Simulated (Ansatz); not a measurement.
# CaIrN2 in Ansatz: convergence with smearing width

Input of the first run (smearing width 0.3 eV); the others differ in this setting and in those tied to it:

The input input.yaml:

```yaml
crystal:
  lattice:
    - [1.6488500006, 0.9519639917, 5.0094002244]
    - [-1.6488500006, 0.9519639917, 5.0094002244]
    - [0.0, -1.9039279834, 5.0094002244]
  atoms:
    - { symbol: Ir, position: [0.5, 0.5, 0.5] }
    - { symbol: Ca, position: [0.0, 0.0, 0.0] }
    - { symbol: "N", position: [0.230881, 0.230881, 0.230881] }
    - { symbol: "N", position: [0.769119, 0.769119, 0.769119] }
hamiltonian:
  xc: r2scan
  pseudopotentials: { kind: paw_fr }
magnetization:
  noncollinear: true
  spin_orbit: true
kpoints:
  mp_grid: { grid: [8, 8, 8] }
scf:
  occupations: { method: fermi_dirac, width: 0.3 }
output:
  forces: true
  stress: true
  eigenvalues: true
```

Potentials or basis: Ansatz PAW.

Command:

```console
$ ansatz run input.yaml --threads 2 --pin off --max-ram 5632MiB --backend cpu --events-out ev --progress --plain --runs-dir out
```

The cell comes from a database or a generator and needn't be the stable form of this composition.

Hardware: 2 threads of Arm Neoverse V1 (shared host).

The values tried are 0.3 eV, 0.2 eV, 0.15 eV, 0.1 eV, 0.05 eV, 0.025 eV, 0.01 eV, 0.005 eV, loosest first. From which on does the largest force stay within 0.005 eV/Å of the tightest run that finished?

From 0.025 eV on.

```tsv
smearing width	energy less the tightest run, at zero smearing (meV/atom)	pressure (GPa)	largest force (eV/Å)	SCF cycles	CPU time (s)	peak memory (GiB)
0.3 eV	-8.24	-3.86	0.158	10	86	0.74
0.2 eV	-2.09	-4.24	0.119	10	80	0.73
0.15 eV	-0.35	-4.40	0.098	10	78	0.72
0.1 eV	0.40	-4.55	0.079	10	76	0.72
0.05 eV	0.23	-4.67	0.064	10	75	0.72
0.025 eV	0.06	-4.71	0.059	10	77	0.72
0.01 eV	0.00	-4.72	0.056	10	77	0.72
0.005 eV	0.00	-4.72	0.054	9	71	0.72
```

Against the tightest run, the energy stays within 1 meV/atom from 0.15 eV on; the pressure stays within 0.1 GPa from 0.05 eV on. Narrower smearing needs a denser k mesh, so at a fixed mesh the narrowest width isn't the most accurate. The tightest run that finished is the yardstick and may itself not be fully converged.

Caveat, for the tightest run too: the PAW data sets come from PBE, with cores solved anew for the run's functional, which leaves a small shift of forces and pressure.
